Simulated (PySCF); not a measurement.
**Cd2: from the state search to spectroscopic constants**

One job finds the state of Cd2, follows it along the bond with each method and fits the curves.

Method: Cd def2-TZVPP with ECP28, scalar-relativistic core potentials; program: PySCF 2.14.0.

### 1 The job

The job is set up so:

| Quantity | Value |
| --- | --- |
| atoms | Cd, Cd |
| charge | 0 |
| basis | Cd def2-TZVPP with ECP28 |
| Hamiltonian | scalar-relativistic core potentials |
| basis functions | 112 |
| electrons treated | 40 |
| masses in u | 113.9034, 113.9034 |
| levels | PBE0, PBE, r²SCAN, TPSSh, revPBE, B2PLYP, B97-3, ωB97M-V, HF, MP2, SCS-MP2, CCSD, CCSD(T) |
| grid | 80 radial by 434 angular points |
| occupations | held fixed by the projection of orbital angular momentum |
| dissociation limit | Cd + Cd, each in its ground configuration |
| starting distance in angstrom | 2.800 |
| values of 2S to try | 0, 2 |

Launch:

```sh
$ OMP_NUM_THREADS=2 python dia.py task.json out
```

Further steps of the session: The PBE0 curve of the state that the search chose; Excited determinants; PBE; r²SCAN (meta-GGA); TPSSh; revPBE; B2PLYP (double hybrid); B97-3 (global hybrid GGA); ωB97M-V; RHF (mean field); Adding correlation.

What does the calculation give? Wanted: for each run, Re; ωe; De.

As calculated:

Lowest PBE0 solution found, without spin–orbit coupling: ¹Σg⁺ (singlet), closed shell. The other levels ran on it alone.

| level | Re (Å) | ωe (cm⁻¹) | De (eV) |
| --- | --- | --- | --- |
| RHF-MP2 | 3.691 | 23.5 | 0.051 |
| RHF-SCS-MP2 | 4.311 | 12.3 | 0.023 |
| PBE | 3.504 | 35.5 | 0.065 |
| revPBE | 3.972 | 13.1 | 0.007 |
| r²SCAN | 3.348 | 42.8 | 0.084 |
| TPSSh | 3.487 | 34.7 | 0.046 |
| PBE0 | 3.588 | 31.5 | 0.050 |
| B97-3 | 4.144 | 18.1 | 0.022 |
| ωB97M-V | 3.764 | 26.5 | 0.043 |
| B2PLYP | 4.040 | 13.8 | 0.011 |

De is counted to Cd + Cd in their ground configurations. No constants: RHF (no minimum is bracketed among the points kept); RHF-CCSD (no minimum is bracketed among the points kept); RHF-CCSD(T) (no minimum is bracketed among the points kept).

**Reading.** Bond lengths run from 3.348 Å (r²SCAN) to 4.311 Å (RHF-SCS-MP2). Of the levels with a De here, revPBE gives the least (0.007 eV) and r²SCAN the most (0.084 eV).

B2PLYP dipoles, levels and charges come from its SCF part alone. The bond is weak, and basis-set superposition, which was not computed, may be a sizeable part of it. Spin–orbit coupling is left out.
